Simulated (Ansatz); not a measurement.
# C2H4AlN: taking an electron away

One table from this session's results is given with a row withheld; the runs are named, their logs left out.

Program: Ansatz 0.2.0, Gaussian basis. Level of theory: unrestricted cation, the program's frozen cores in correlated methods. These are calculated values, not measurements.

Plan: UKS PBE-D4/def2-TZVPP; UKS r2SCAN-D4/def2-TZVPP; UKS PBE0-D4/def2-TZVPP; UKS B3LYP-D4/def2-TZVPP; UKS wB97X-V/def2-TZVPP; UKS wB97M-V/def2-TZVPP; UKS B2PLYP/def2-TZVPP; UHF-CCSD(T)/def2-TZVPP; UHF-CCSD(T)/def2-QZVPP; extrapolation to the limit; then −ε(HOMO) from the neutral's earlier runs with LDA (SPW92), PBE-D4, revPBE-D4, BLYP-D4, r2SCAN-D4, B97M-V, PBE0-D4, B3LYP-D4, r2SCANh-D4, r2SCAN0-D4, HSE06-D4, BHLYP-D4, CAM-B3LYP-D4, LC-ωPBE, ωB97X-V, ωB97M-V.

## Structure used throughout

All runs share one geometry, relaxed beforehand with PBE0-D4 in a triple-zeta def2 set.

SMILES `[CH3][AlH][C]#N`, 8 atoms, charge 0, spin multiplicity 1.

Atoms are counted from 1 here; the program's logs count them from 0.

Bond lengths: C1–Al2 1.935 Å, C1–H5 1.095 Å, C1–H6 1.095 Å, C1–H7 1.092 Å, Al2–C3 1.945 Å, Al2–H8 1.576 Å, C3–N4 1.154 Å. Angles: Al2–C1–H5 110.6°, Al2–C1–H6 110.7°, Al2–C1–H7 112.6°, H5–C1–H6 106.4°, H5–C1–H7 108.1°, H6–C1–H7 108.2°, C1–Al2–C3 118.2°, C1–Al2–H8 126.1°, C3–Al2–H8 115.6°, Al2–C3–N4 179.2°.

Geometry (Å):

```mol
C2H4AlN
  3D, bonds by distance, orders not assigned

  8  7  0  0  0  0  0  0  0  0999 V2000
   -0.7079    1.0151   -0.3322 C   0  0
   -0.1418   -0.6832    0.4026 Al  0  0
    1.7029   -1.2348    0.1286 C   0  0
    2.8008   -1.5482   -0.0412 N   0  0
   -1.5270    0.8731   -1.0450 H   0  0
   -1.0951    1.6687    0.4562 H   0  0
    0.1004    1.5405   -0.8442 H   0  0
   -1.0402   -1.6884    1.2195 H   0  0
  1  2  8  0
  2  3  8  0
  3  4  8  0
  1  5  8  0
  1  6  8  0
  1  7  8  0
  2  8  8  0
M  END
```

Set-up of the first run:

File in.yaml:

```yaml
crystal:
  periodic: [false, false, false]
  atoms:
    - {symbol: C, position_ang: [-0.707874, 1.015090, -0.332234]}
    - {symbol: Al, position_ang: [-0.141820, -0.683210, 0.402636]}
    - {symbol: C, position_ang: [1.702925, -1.234826, 0.128559]}
    - {symbol: N, position_ang: [2.800827, -1.548158, -0.041198]}
    - {symbol: H, position_ang: [-1.527000, 0.873125, -1.044968]}
    - {symbol: H, position_ang: [-1.095091, 1.668742, 0.456176]}
    - {symbol: H, position_ang: [0.100435, 1.540503, -0.844232]}
    - {symbol: H, position_ang: [-1.040203, -1.688365, 1.219463]}
basis:
  gaussian: {orbitals: def2-TZVPP}
total_charge: 1
magnetization: {spin_polarized: true, initial_magnetization: 1}
hamiltonian: {xc: pbe, dispersion: d4}
```

On the command line:

```
ansatz run in.yaml --threads 2 --pin off --events-out ev --progress --plain --max-ram 22528MiB --backend cpu
```

Steps of the session up to this table: Cation, UKS PBE-D4/def2-TZVPP; Cation, UKS r2SCAN-D4/def2-TZVPP; Cation, UKS PBE0-D4/def2-TZVPP; Cation, UKS B3LYP-D4/def2-TZVPP; Cation, UKS wB97X-V/def2-TZVPP; Cation, UKS wB97M-V/def2-TZVPP; Cation, UKS B2PLYP (frozen core)/def2-TZVPP; Cation, UHF-CCSD(T)/def2-TZVPP; Cation, UHF-CCSD(T)/def2-QZVPP.

One table of the session follows, with a row left open; its other results are not shown here.

For comparison, −ε(HOMO) of the neutral from earlier runs:

```
  functional  −ε(HOMO) (eV)
 LDA (SPW92)           7.60
      PBE-D4           7.49
   revPBE-D4           7.44
     BLYP-D4           7.37
   r2SCAN-D4           7.77
      B97M-V           7.82
     PBE0-D4           8.78
    B3LYP-D4           8.56
  r2SCANh-D4           8.25
  r2SCAN0-D4           8.97
    HSE06-D4           8.37
    BHLYP-D4           9.98
CAM-B3LYP-D4              ?
     LC-ωPBE          11.58
     ωB97X-V          11.18
     ωB97M-V          11.00
```

Q: Estimate the row for CAM-B3LYP-D4 from the others.

As computed: −ε(HOMO) (eV): 10.18. In the column «−ε(HOMO) (eV)» it lies between BHLYP-D4 (9.98) and ωB97M-V (11.00).
